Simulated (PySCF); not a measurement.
# C₄H₁₂Si: NMR shieldings, part 1 of 2

Wanted: NMR shieldings for C₄H₁₂Si (`C[Si](C)(C)C`).

Computed with PySCF 2.14.0 and routines of our own; the level stands in each step. Atoms count from 0.

## (1) The system as given

17 atoms, charge 0, multiplicity 1; geometry from: GFN2-xTB.

## (2) NMR shieldings: PBE0/pcSseg-1, spin–orbit

What the job is given:

```
{"job": {"xc": "PBE0", "basis": {"default": "pcSseg-1"}, "rel": "so", "kind": "hnmr"}, "charge": 0, "multiplicity": 1}
C     -0.406572    -1.213421    -1.419378
Si    -0.001168    -0.000673    -0.001754
C      0.008130     1.785545    -0.675355
C     -1.319794    -0.154927     1.370252
C      1.716091    -0.415535     0.721562
H     -1.379676    -1.003559    -1.853159
H     -0.418731    -2.241638    -1.070248
H      0.327027    -1.147965    -2.217335
H      0.242457     2.501867     0.106393
H     -0.958122     2.057909    -1.089187
H      0.746490     1.907664    -1.462097
H     -2.312057     0.075313     0.994143
H     -1.350945    -1.160472     1.779082
H     -1.116988     0.525824     2.191677
H      1.746276    -1.426357     1.117085
H      2.493128    -0.336762    -0.032799
H      1.977455     0.259220     1.531210
```

Level: PBE0/pcSseg-1 GIAO NMR shielding, X2C with spin-orbit coupling, screened-nuclear two-electron part, Gaussian nuclei, gas phase.

On the command line:

```
$ OMP_NUM_THREADS=1 python heavy_run.py task.json out
```

The driver reads the jobs from task.json and runs them one after another.

What it wrote:

```text
spin-free SCF
coarse grid: 13408 points
cycle   1  E = -449.3280692558  dE =  1.198e-02  |g| = 5.742e-01  |ddm| = 3.411e+00
cycle   2  E = -449.3142329607  dE =  1.384e-02  |g| = 6.184e-01  |ddm| = 9.339e-01
cycle   3  E = -449.4138087813  dE = -9.958e-02  |g| = 9.818e-03  |ddm| = 4.989e-01
cycle   4  E = -449.4138275932  dE = -1.881e-05  |g| = 7.329e-03  |ddm| = 2.545e-02
cycle   5  E = -449.4138429943  dE = -1.540e-05  |g| = 4.181e-04  |ddm| = 9.434e-03
cycle   6  E = -449.4138430092  dE = -1.485e-08  |g| = 8.213e-05  |ddm| = 4.181e-04
final grid: 121224 points
cycle   7  E = -449.4429092263  dE = -2.576e-05  |g| = 8.501e-03  |ddm| = 2.029e-02
cycle   8  E = -449.4429056183  dE =  3.608e-06  |g| = 9.356e-03  |ddm| = 1.381e-02
cycle   9  E = -449.4429277142  dE = -2.210e-05  |g| = 1.748e-04  |ddm| = 7.016e-03
cycle  10  E = -449.4429277165  dE = -2.286e-09  |g| = 3.089e-05  |ddm| = 1.197e-04
converged SCF energy = -449.4429277165
two-component SCF
cycle   1  E = -449.4428028909  dE = -4.494e+02  |FDS-SDF| = 6.630e-02
cycle   2  E = -449.4429710897  dE = -1.682e-04  |FDS-SDF| = 3.568e-03
cycle   3  E = -449.4429719736  dE = -8.839e-07  |FDS-SDF| = 1.139e-04
cycle   4  E = -449.4429719813  dE = -7.735e-09  |FDS-SDF| = 2.610e-05
converged, E = -449.4429719813

Field gradients (au) and densities at the nuclei (bohr^-3)
atom        Vxx        Vyy        Vzz        centre      nuclear mean
  0 C      0.0360     0.0360    -0.0720        114.465        114.465
  1 Si    -0.0000    -0.0012     0.0013       1576.062       1576.043
  2 C      0.0362     0.0362    -0.0724        114.465        114.465
  3 C      0.0360     0.0363    -0.0722        114.465        114.465
  4 C      0.0362     0.0362    -0.0724        114.465        114.465
  5 H     -0.1608    -0.1664     0.3272          0.379          0.379
  6 H     -0.1607    -0.1664     0.3271          0.379          0.379
  7 H     -0.1607    -0.1664     0.3271          0.379          0.379
  8 H     -0.1608    -0.1664     0.3272          0.379          0.379
  9 H     -0.1608    -0.1665     0.3273          0.379          0.379
 10 H     -0.1608    -0.1665     0.3273          0.379          0.379
 11 H     -0.1608    -0.1665     0.3273          0.379          0.379
 12 H     -0.1607    -0.1664     0.3271          0.379          0.379
 13 H     -0.1607    -0.1663     0.3271          0.379          0.379
 14 H     -0.1608    -0.1665     0.3272          0.379          0.379
 15 H     -0.1608    -0.1665     0.3273          0.379          0.379
 16 H     -0.1608    -0.1664     0.3272          0.379          0.379

Core orbital energies (eV)
atom   shell        mean    spread
  1 Si 1s        -1806.756   0.000
  1 Si 2s         -145.150   0.000
  1 Si 3s          -18.484   0.000
  1 Si 2p1/2       -99.652   0.000
  1 Si 2p3/2       -99.012   0.000

Shielding tensors (ppm)
atom      isotropic    diamagn.    paramagn.     s11        s22        s33       span
  0 C       187.11      254.67      -67.57     183.99     184.08     193.26       9.26
  1 Si      338.15      866.55     -528.39     337.84     338.13     338.49       0.65
  2 C       187.07      254.69      -67.61     183.93     184.04     193.25       9.32
  3 C       187.08      254.67      -67.59     183.96     184.01     193.27       9.30
  4 C       187.08      254.68      -67.60     183.92     184.04     193.26       9.34
  5 H        31.70       31.63        0.07      27.44      29.11      38.56      11.13
  6 H        31.70       31.62        0.07      27.43      29.10      38.57      11.14
  7 H        31.70       31.63        0.07      27.44      29.11      38.56      11.12
  8 H        31.71       31.65        0.06      27.44      29.11      38.56      11.12
  9 H        31.70       31.64        0.06      27.45      29.10      38.56      11.12
 10 H        31.71       31.64        0.06      27.45      29.11      38.56      11.12
 11 H        31.71       31.64        0.07      27.44      29.10      38.57      11.13
 12 H        31.70       31.63        0.07      27.44      29.10      38.57      11.13
 13 H        31.70       31.65        0.06      27.45      29.11      38.55      11.10
 14 H        31.70       31.64        0.06      27.45      29.10      38.57      11.12
 15 H        31.71       31.64        0.06      27.44      29.11      38.57      11.13
 16 H        31.71       31.65        0.06      27.45      29.12      38.56      11.11
```

It took 38 s on 1 thread of Arm Neoverse V2, shared host; peak memory 1.2 GiB.

From this job:

```csv
quantity,value
energy from spin-orbit coupling,0.0000 Eh
```

## (3) NMR shieldings: PBE0/pcSseg-1, spin-free

Settings changed since step 2:

```diff
@@ -1,2 +1,2 @@
-{"job": {"xc": "PBE0", "basis": {"default": "pcSseg-1"}, "rel": "so", "kind": "hnmr"}, "charge": 0, "multiplicity": 1}
+{"job": {"xc": "PBE0", "basis": {"default": "pcSseg-1"}, "rel": "sf", "kind": "hnmr"}, "charge": 0, "multiplicity": 1}
 C     -0.406572    -1.213421    -1.419378
```

Method: PBE0/pcSseg-1 GIAO NMR shielding, spin-free X2C, Gaussian nuclei, gas phase.

What it wrote:

```text
spin-free SCF
coarse grid: 13408 points
cycle   1  E = -449.3280692558  dE =  1.198e-02  |g| = 5.742e-01  |ddm| = 3.411e+00
cycle   2  E = -449.3142329607  dE =  1.384e-02  |g| = 6.184e-01  |ddm| = 9.339e-01
cycle   3  E = -449.4138087813  dE = -9.958e-02  |g| = 9.818e-03  |ddm| = 4.989e-01
cycle   4  E = -449.4138275932  dE = -1.881e-05  |g| = 7.329e-03  |ddm| = 2.545e-02
cycle   5  E = -449.4138429943  dE = -1.540e-05  |g| = 4.181e-04  |ddm| = 9.434e-03
cycle   6  E = -449.4138430092  dE = -1.485e-08  |g| = 8.213e-05  |ddm| = 4.181e-04
final grid: 121224 points
cycle   7  E = -449.4429092263  dE = -2.576e-05  |g| = 8.501e-03  |ddm| = 2.029e-02
cycle   8  E = -449.4429056183  dE =  3.608e-06  |g| = 9.356e-03  |ddm| = 1.381e-02
cycle   9  E = -449.4429277142  dE = -2.210e-05  |g| = 1.748e-04  |ddm| = 7.016e-03
cycle  10  E = -449.4429277165  dE = -2.286e-09  |g| = 3.089e-05  |ddm| = 1.197e-04
converged SCF energy = -449.4429277165
check of the scalar solution
cycle   1  E = -449.4429277165  dE = -4.494e+02  |FDS-SDF| = 3.089e-05
cycle   2  E = -449.4429277166  dE = -8.026e-11  |FDS-SDF| = 1.833e-05
converged, E = -449.4429277166

Field gradients (au) and densities at the nuclei (bohr^-3)
atom        Vxx        Vyy        Vzz        centre      nuclear mean
  0 C      0.0360     0.0360    -0.0720        114.465        114.465
  1 Si    -0.0000    -0.0012     0.0013       1576.065       1576.046
  2 C      0.0362     0.0362    -0.0724        114.465        114.465
  3 C      0.0360     0.0363    -0.0722        114.465        114.465
  4 C      0.0362     0.0362    -0.0724        114.465        114.465
  5 H     -0.1608    -0.1664     0.3272          0.379          0.379
  6 H     -0.1607    -0.1664     0.3271          0.379          0.379
  7 H     -0.1607    -0.1664     0.3271          0.379          0.379
  8 H     -0.1608    -0.1664     0.3272          0.379          0.379
  9 H     -0.1608    -0.1665     0.3273          0.379          0.379
 10 H     -0.1608    -0.1665     0.3273          0.379          0.379
 11 H     -0.1608    -0.1665     0.3273          0.379          0.379
 12 H     -0.1607    -0.1664     0.3271          0.379          0.379
 13 H     -0.1607    -0.1663     0.3271          0.379          0.379
 14 H     -0.1608    -0.1665     0.3272          0.379          0.379
 15 H     -0.1608    -0.1665     0.3273          0.379          0.379
 16 H     -0.1608    -0.1664     0.3272          0.379          0.379

Core orbital energies (eV)
atom   shell        mean    spread
  1 Si 1s        -1806.756   0.000
  1 Si 2s         -145.149   0.000
  1 Si 3s          -18.484   0.000
  1 Si 2p          -99.225   0.000

Shielding tensors (ppm)
atom      isotropic    diamagn.    paramagn.     s11        s22        s33       span
  0 C       186.56      254.41      -67.85     183.40     183.48     192.82       9.42
  1 Si      347.01      876.67     -529.66     346.70     346.99     347.35       0.65
  2 C       186.53      254.42      -67.89     183.33     183.44     192.81       9.48
  3 C       186.53      254.41      -67.87     183.36     183.41     192.83       9.46
  4 C       186.53      254.41      -67.88     183.32     183.44     192.82       9.50
  5 H        31.70       31.63        0.07      27.44      29.10      38.57      11.13
  6 H        31.70       31.63        0.07      27.43      29.09      38.57      11.14
  7 H        31.70       31.64        0.07      27.44      29.10      38.56      11.12
  8 H        31.70       31.65        0.06      27.44      29.10      38.57      11.12
  9 H        31.70       31.64        0.06      27.45      29.09      38.57      11.12
 10 H        31.70       31.65        0.06      27.45      29.10      38.57      11.12
 11 H        31.71       31.64        0.07      27.44      29.09      38.58      11.14
 12 H        31.70       31.64        0.06      27.44      29.09      38.57      11.13
 13 H        31.70       31.65        0.06      27.45      29.10      38.56      11.11
 14 H        31.70       31.64        0.06      27.45      29.09      38.57      11.12
 15 H        31.70       31.64        0.06      27.44      29.10      38.57      11.13
 16 H        31.71       31.65        0.05      27.45      29.11      38.56      11.12
```

It took 17 s on 1 thread of Arm Neoverse V2, shared host; peak memory 1 GiB.

## (4) NMR shieldings: PBE0/pcSseg-1 in water, spin–orbit

Settings changed since step 3:

```diff
@@ -1,2 +1,2 @@
-{"job": {"xc": "PBE0", "basis": {"default": "pcSseg-1"}, "rel": "sf", "kind": "hnmr"}, "charge": 0, "multiplicity": 1}
+{"job": {"xc": "PBE0", "basis": {"default": "pcSseg-1"}, "rel": "so", "solvent": "water", "kind": "hnmr"}, "charge": 0, "multiplicity": 1}
 C     -0.406572    -1.213421    -1.419378
```

Method: PBE0/pcSseg-1 GIAO NMR shielding, X2C with spin-orbit coupling, screened-nuclear two-electron part, Gaussian nuclei, IEF-PCM water.

What it wrote:

```text
spin-free SCF
coarse grid: 13408 points
cycle   1  E = -449.3317094197  dE =  8.839e-03  |g| = 5.688e-01  |ddm| = 3.411e+00
cycle   2  E = -449.3214849137  dE =  1.022e-02  |g| = 6.022e-01  |ddm| = 8.910e-01
cycle   3  E = -449.4155444123  dE = -9.406e-02  |g| = 6.428e-03  |ddm| = 4.705e-01
cycle   4  E = -449.4155577978  dE = -1.339e-05  |g| = 2.461e-03  |ddm| = 1.529e-02
cycle   5  E = -449.4155595960  dE = -1.798e-06  |g| = 6.143e-04  |ddm| = 4.049e-03
final grid: 121224 points
cycle   6  E = -449.4446165696  dE = -2.636e-05  |g| = 8.542e-03  |ddm| = 2.047e-02
cycle   7  E = -449.4446138125  dE =  2.757e-06  |g| = 9.215e-03  |ddm| = 1.371e-02
cycle   8  E = -449.4446352395  dE = -2.143e-05  |g| = 2.319e-04  |ddm| = 6.808e-03
cycle   9  E = -449.4446352440  dE = -4.446e-09  |g| = 5.544e-05  |ddm| = 1.965e-04
converged SCF energy = -449.4446352440
two-component SCF
cycle   1  E = -449.4445104211  dE = -4.494e+02  |FDS-SDF| = 6.630e-02
cycle   2  E = -449.4446786167  dE = -1.682e-04  |FDS-SDF| = 3.568e-03
cycle   3  E = -449.4446795003  dE = -8.836e-07  |FDS-SDF| = 1.159e-04
cycle   4  E = -449.4446795080  dE = -7.751e-09  |FDS-SDF| = 3.187e-05
converged, E = -449.4446795080

Field gradients (au) and densities at the nuclei (bohr^-3)
atom        Vxx        Vyy        Vzz        centre      nuclear mean
  0 C      0.0346     0.0348    -0.0694        114.465        114.465
  1 Si    -0.0000    -0.0013     0.0013       1576.058       1576.039
  2 C      0.0349     0.0349    -0.0699        114.466        114.466
  3 C      0.0347     0.0351    -0.0697        114.466        114.465
  4 C      0.0349     0.0349    -0.0699        114.466        114.466
  5 H     -0.1607    -0.1664     0.3271          0.379          0.379
  6 H     -0.1607    -0.1663     0.3270          0.379          0.379
  7 H     -0.1607    -0.1663     0.3270          0.379          0.379
  8 H     -0.1607    -0.1664     0.3271          0.379          0.379
  9 H     -0.1608    -0.1664     0.3272          0.379          0.379
 10 H     -0.1608    -0.1664     0.3272          0.379          0.379
 11 H     -0.1608    -0.1664     0.3272          0.379          0.379
 12 H     -0.1607    -0.1663     0.3271          0.379          0.379
 13 H     -0.1607    -0.1663     0.3270          0.379          0.379
 14 H     -0.1608    -0.1664     0.3272          0.379          0.379
 15 H     -0.1608    -0.1664     0.3272          0.379          0.379
 16 H     -0.1607    -0.1664     0.3271          0.379          0.379

Core orbital energies (eV)
atom   shell        mean    spread
  1 Si 1s        -1806.662   0.000
  1 Si 2s         -145.052   0.000
  1 Si 3s          -18.371   0.000
  1 Si 2p1/2       -99.555   0.000
  1 Si 2p3/2       -98.915   0.000

Shielding tensors (ppm)
atom      isotropic    diamagn.    paramagn.     s11        s22        s33       span
  0 C       188.07      255.16      -67.09     184.87     184.95     194.39       9.52
  1 Si      337.92      866.56     -528.63     337.61     337.90     338.26       0.66
  2 C       188.03      255.17      -67.13     184.81     184.91     194.38       9.57
  3 C       188.04      255.15      -67.11     184.83     184.88     194.40       9.56
  4 C       188.04      255.16      -67.12     184.80     184.92     194.40       9.60
  5 H        31.67       31.67        0.00      27.36      29.07      38.59      11.23
  6 H        31.67       31.67        0.01      27.35      29.06      38.60      11.24
  7 H        31.67       31.67        0.00      27.36      29.07      38.59      11.23
  8 H        31.68       31.69       -0.01      27.37      29.08      38.59      11.22
  9 H        31.68       31.68       -0.00      27.37      29.07      38.59      11.23
 10 H        31.68       31.69       -0.01      27.37      29.08      38.59      11.23
 11 H        31.68       31.68       -0.00      27.36      29.07      38.60      11.24
 12 H        31.68       31.68       -0.00      27.36      29.07      38.60      11.23
 13 H        31.68       31.69       -0.01      27.37      29.08      38.58      11.21
 14 H        31.68       31.68       -0.01      27.37      29.07      38.60      11.23
 15 H        31.68       31.68       -0.01      27.37      29.07      38.60      11.23
 16 H        31.68       31.69       -0.01      27.37      29.08      38.59      11.22
```

Run time: 39 s. Hardware: 1 thread of Arm Neoverse V2, shared host; peak memory 1.2 GiB.

In short:

```csv
quantity,value
energy from spin-orbit coupling,0.0000 Eh
```

## (5) NMR shieldings: PBE0/pcSseg-1 in water, spin-free

Settings changed since step 4:

```diff
@@ -1,2 +1,2 @@
-{"job": {"xc": "PBE0", "basis": {"default": "pcSseg-1"}, "rel": "so", "solvent": "water", "kind": "hnmr"}, "charge": 0, "multiplicity": 1}
+{"job": {"xc": "PBE0", "basis": {"default": "pcSseg-1"}, "rel": "sf", "solvent": "water", "kind": "hnmr"}, "charge": 0, "multiplicity": 1}
 C     -0.406572    -1.213421    -1.419378
```

Level: PBE0/pcSseg-1 GIAO NMR shielding, spin-free X2C, Gaussian nuclei, IEF-PCM water.

What it wrote:

```text
spin-free SCF
coarse grid: 13408 points
cycle   1  E = -449.3317094197  dE =  8.839e-03  |g| = 5.688e-01  |ddm| = 3.411e+00
cycle   2  E = -449.3214849137  dE =  1.022e-02  |g| = 6.022e-01  |ddm| = 8.910e-01
cycle   3  E = -449.4155444123  dE = -9.406e-02  |g| = 6.428e-03  |ddm| = 4.705e-01
cycle   4  E = -449.4155577978  dE = -1.339e-05  |g| = 2.461e-03  |ddm| = 1.529e-02
cycle   5  E = -449.4155595960  dE = -1.798e-06  |g| = 6.143e-04  |ddm| = 4.049e-03
final grid: 121224 points
cycle   6  E = -449.4446165696  dE = -2.636e-05  |g| = 8.542e-03  |ddm| = 2.047e-02
cycle   7  E = -449.4446138125  dE =  2.757e-06  |g| = 9.215e-03  |ddm| = 1.371e-02
cycle   8  E = -449.4446352395  dE = -2.143e-05  |g| = 2.319e-04  |ddm| = 6.808e-03
cycle   9  E = -449.4446352440  dE = -4.446e-09  |g| = 5.544e-05  |ddm| = 1.965e-04
converged SCF energy = -449.4446352440
check of the scalar solution
cycle   1  E = -449.4446352440  dE = -4.494e+02  |FDS-SDF| = 5.544e-05
cycle   2  E = -449.4446352443  dE = -3.197e-10  |FDS-SDF| = 3.915e-05
converged, E = -449.4446352443

Field gradients (au) and densities at the nuclei (bohr^-3)
atom        Vxx        Vyy        Vzz        centre      nuclear mean
  0 C      0.0346     0.0348    -0.0694        114.465        114.465
  1 Si    -0.0000    -0.0013     0.0013       1576.062       1576.043
  2 C      0.0349     0.0349    -0.0698        114.466        114.466
  3 C      0.0347     0.0350    -0.0697        114.466        114.465
  4 C      0.0349     0.0349    -0.0699        114.466        114.466
  5 H     -0.1607    -0.1664     0.3271          0.379          0.379
  6 H     -0.1607    -0.1663     0.3270          0.379          0.379
  7 H     -0.1607    -0.1663     0.3270          0.379          0.379
  8 H     -0.1607    -0.1664     0.3271          0.379          0.379
  9 H     -0.1608    -0.1664     0.3272          0.379          0.379
 10 H     -0.1608    -0.1664     0.3272          0.379          0.379
 11 H     -0.1608    -0.1664     0.3272          0.379          0.379
 12 H     -0.1607    -0.1663     0.3271          0.379          0.379
 13 H     -0.1607    -0.1663     0.3270          0.379          0.379
 14 H     -0.1608    -0.1664     0.3272          0.379          0.379
 15 H     -0.1608    -0.1664     0.3272          0.379          0.379
 16 H     -0.1607    -0.1664     0.3271          0.379          0.379

Core orbital energies (eV)
atom   shell        mean    spread
  1 Si 1s        -1806.662   0.000
  1 Si 2s         -145.051   0.000
  1 Si 3s          -18.371   0.000
  1 Si 2p          -99.127   0.000

Shielding tensors (ppm)
atom      isotropic    diamagn.    paramagn.     s11        s22        s33       span
  0 C       187.53      254.89      -67.37     184.27     184.35     193.95       9.68
  1 Si      346.79      876.68     -529.90     346.47     346.76     347.13       0.66
  2 C       187.49      254.90      -67.41     184.21     184.32     193.94       9.73
  3 C       187.49      254.89      -67.40     184.24     184.29     193.96       9.72
  4 C       187.49      254.90      -67.40     184.20     184.32     193.96       9.76
  5 H        31.67       31.67        0.00      27.36      29.06      38.60      11.24
  6 H        31.67       31.67        0.00      27.35      29.05      38.60      11.25
  7 H        31.67       31.68       -0.00      27.36      29.06      38.59      11.23
  8 H        31.68       31.69       -0.01      27.37      29.07      38.60      11.23
  9 H        31.67       31.68       -0.01      27.37      29.06      38.60      11.23
 10 H        31.68       31.69       -0.01      27.37      29.07      38.60      11.23
 11 H        31.68       31.68       -0.00      27.36      29.06      38.61      11.24
 12 H        31.67       31.68       -0.00      27.36      29.06      38.60      11.24
 13 H        31.67       31.69       -0.01      27.37      29.07      38.59      11.22
 14 H        31.68       31.69       -0.01      27.37      29.06      38.60      11.23
 15 H        31.68       31.69       -0.01      27.37      29.06      38.60      11.24
 16 H        31.68       31.70       -0.02      27.37      29.07      38.59      11.22
```

Wall time 18 s (1 thread of Arm Neoverse V2, shared host); peak memory 1.1 GiB.

(Continued in part 2 of 2.)
